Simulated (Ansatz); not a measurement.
# B3Rh: the cost of one run

Computed with Ansatz 0.2.0 (DFT r2SCAN, scalar-relativistic, plane waves, PAW).

1 further run of the same task is left out (it didn't finish).

### Step 1. Starting point

Symmetry: P-6m2, No. 187, hexagonal system. The conventional cell has a = 2.908 Å, b = 2.908 Å, c = 4.597 Å, α = 90.00°, β = 90.00°, γ = 120.00°. Around B (site symmetry -6m2) lie 6 B at 1.86 Å and 2 Rh at 2.30 Å. B (site symmetry 3m) is surrounded by 4 B at 1.59 to 1.86 Å and 3 Rh at 2.25 Å. Rh (site symmetry -6m2) has 8 B at 2.25 to 2.30 Å as nearest neighbours.

Coordinates:

```
CELL_PARAMETERS angstrom
2.90768 0.00000 0.00000
-1.45384 2.51812 0.00000
0.00000 0.00000 4.59739
ATOMIC_POSITIONS crystal
B 0.66667 0.33333 0.00000
B 0.33333 0.66667 0.82721
B 0.33333 0.66667 0.17279
Rh 0.66667 0.33333 0.50000
```

The cell was relaxed beforehand at this level, from a generated guess; it needn't be the stable form of this composition. At a tolerance of 0.05 Å it has space group P-6m2 (No. 187); it has 8.42 Å³/atom, an uncorrected energy of -0.11 eV/atom over the elements and, on its mesh, gap none (metal).

### Step 2. The same geometry with r2SCAN

Contents of input.yaml:

```yaml
crystal:
  lattice:
    - [2.9076799734, 0.0, 0.0]
    - [-1.4538399867, 2.518124723, 0.0]
    - [0.0, 0.0, 4.5973938]
  atoms:
    - { symbol: B, position: [0.6666666667, 0.3333333333, 0.0] }
    - { symbol: B, position: [0.3333333333, 0.6666666667, 0.827207] }
    - { symbol: B, position: [0.3333333333, 0.6666666667, 0.172793] }
    - { symbol: Rh, position: [0.6666666667, 0.3333333333, 0.5] }
basis:
  ecutwfc: 500
kpoints:
  mp_grid: { grid: [18, 18, 10] }
  band_path:
    path:
      - [[0.0, 0.0, 0.0], [0.5, 0.0, 0.0], [0.33333333, 0.33333333, 0.0], [0.0, 0.0, 0.0], [0.0, 0.0, 0.5], [0.5, 0.0, 0.5], [0.33333333, 0.33333333, 0.5], [0.0, 0.0, 0.5]]
      - [[0.5, 0.0, 0.5], [0.5, 0.0, 0.0]]
      - [[0.33333333, 0.33333333, 0.5], [0.33333333, 0.33333333, 0.0]]
    npoints: 14
hamiltonian:
  xc: r2scan
scf:
  occupations: { method: gaussian, width: 0.1 }
  n_extra_bands: 10
output:
  forces: true
  stress: true
  eigenvalues: true
  populations: true
  dos: { projected: true, de: 0.02, nscf_kmesh: { grid: [22, 22, 12] } }
  bader: true
  write_density: true
  write_potential: true
  elf: true
  volumetric_format: npy
```

Started as:

```
> ansatz run input.yaml --threads 1 --pin off --max-ram 3072MiB --backend cpu --events-out ev --progress --plain --runs-dir out
```

**Question.** How long does this run take on 1 thread of Arm Neoverse V2, shared host, and how much memory does it need?

About 99 s, with a peak of 0.56 GiB.
